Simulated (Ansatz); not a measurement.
# Nb3Te8Mo: the cost of one run

Program: Ansatz 0.2.0. Level of theory: DFT PBE, scalar-relativistic, plane waves, PAW. These are calculated values, not measurements.

### Step 1. The structure to begin with

It takes space group P-3m1 (No. 164, trigonal). The conventional cell has a = 3.722 Å, b = 3.722 Å, c = 28.602 Å, α = 90.00°, β = 90.00°, γ = 120.00°. Nb (site symmetry 3m) has 6 Te at 2.82 Å as nearest neighbours. Nb (site symmetry -3m) is surrounded by 6 Te at 2.82 Å. Te (site symmetry 3m) has 3 Mo at 2.82 Å as nearest neighbours. Around Te (site symmetry 3m) lie 3 Nb at 2.82 Å. Around Mo (site symmetry -3m) lie 6 Te at 2.82 Å.

Coordinates:

```
Nb Te Mo
1.0
     3.72159    0.00000    0.00000
    -1.86079    3.22299    0.00000
     0.00000    0.00000   28.60169
Nb Te Mo
3 8 1
Direct
  0.00000 0.00000 0.75000
  0.00000 0.00000 0.25000
  0.00000 0.00000 0.50000
  0.66667 0.33333 0.93641
  0.66667 0.33333 0.18641
  0.66667 0.33333 0.43641
  0.66667 0.33333 0.68641
  0.33333 0.66667 0.81359
  0.33333 0.66667 0.06359
  0.33333 0.66667 0.31359
  0.33333 0.66667 0.56359
  0.00000 0.00000 0.00000
```

The start is an ordering of an alloy on its end members' structure types: elements ordered on the sites of the NbTe2 type, Nb/Mo on Nb (P-3m1, No. 164).

### Step 2. A first look at the guess

File input.yaml:

```yaml
crystal:
  lattice:
    - [3.72158658, 0.0, 0.0]
    - [-1.86079329, 3.22298852, 0.0]
    - [0.0, 0.0, 28.60169271]
  atoms:
    - { symbol: Nb, position: [0.0, 0.0, 0.75] }
    - { symbol: Nb, position: [0.0, 0.0, 0.25] }
    - { symbol: Nb, position: [0.0, 0.0, 0.5] }
    - { symbol: Te, position: [0.66666667, 0.33333333, 0.93640806] }
    - { symbol: Te, position: [0.66666667, 0.33333333, 0.18640806] }
    - { symbol: Te, position: [0.66666667, 0.33333333, 0.43640806] }
    - { symbol: Te, position: [0.66666667, 0.33333333, 0.68640806] }
    - { symbol: Te, position: [0.33333333, 0.66666667, 0.81359194] }
    - { symbol: Te, position: [0.33333333, 0.66666667, 0.06359194] }
    - { symbol: Te, position: [0.33333333, 0.66666667, 0.31359194] }
    - { symbol: Te, position: [0.33333333, 0.66666667, 0.56359194] }
    - { symbol: Mo, position: [0.0, 0.0, 0.0] }
basis:
  ecutwfc: 420
kpoints:
  mp_grid: { grid: [6, 6, 1] }
hamiltonian:
  xc: pbe
scf:
  occupations: { method: gaussian, width: 0.1 }
  lower_state_search: "off"
output:
  forces: true
  stress: true
  eigenvalues: true
```

Command:

```
$ ansatz run input.yaml --threads 4 --pin off --max-ram 8192MiB --backend cpu --events-out ev --progress --plain --runs-dir out
```

What time and memory should one allow on 4 threads of Intel Xeon at 2.70GHz, shared host?

About 9.9 s, with a peak of 1.2 GiB.
